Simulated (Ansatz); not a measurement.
# GaH4N: the cost of one run

Method: RKS PBE0-D4/def2-mTZVP, in Ansatz 0.2.0.

## Step 1: The system as given

Bond lengths: Ga1–H2 1.570 Å, Ga1–H3 1.570 Å, Ga1–N4 1.930 Å, N4–H5 1.060 Å, N4–H6 1.060 Å. Angles: H2–Ga1–H3 120.0°, H2–Ga1–N4 120.0°, H3–Ga1–N4 120.0°, Ga1–N4–H5 120.0°, Ga1–N4–H6 120.0°, H5–N4–H6 120.0°.

As a file:

```xyz
6

Ga    0.0000    0.0000    0.0000
H     0.0000    0.0000    1.5700
H     1.3596    0.0000   -0.7850
N    -1.6714    0.0000   -0.9650
H    -2.3403   -0.8164   -0.8664
H    -1.9204    0.8164   -1.5936
```

## Step 2: Preparing the start

Contents of input.yaml:

```yaml
crystal:
  periodic: [false, false, false]
  atoms:
    - { symbol: Ga, position_ang: [0.0, 0.0, 0.0] }
    - { symbol: H, position_ang: [0.0, 0.0, 1.57] }
    - { symbol: H, position_ang: [1.3596, 0.0, -0.785] }
    - { symbol: "N", position_ang: [-1.6714, 0.0, -0.965] }
    - { symbol: H, position_ang: [-2.3403, -0.8164, -0.8664] }
    - { symbol: H, position_ang: [-1.9204, 0.8164, -1.5936] }
basis:
  gaussian: { orbitals: def2-mTZVP }
hamiltonian:
  xc: pbe0
  dispersion: d4
relax:
  f_tol: 0.02
  max_steps: 40
```

Started as:

```
$ ansatz run input.yaml --threads 1 --pin off --max-ram 2048MiB --backend cpu --events-out ev --progress --plain --runs-dir out
```

Q: Estimate wall time and peak memory on 1 thread of Arm Neoverse V2, shared host.

About 15 s, with a peak of 0.12 GiB.
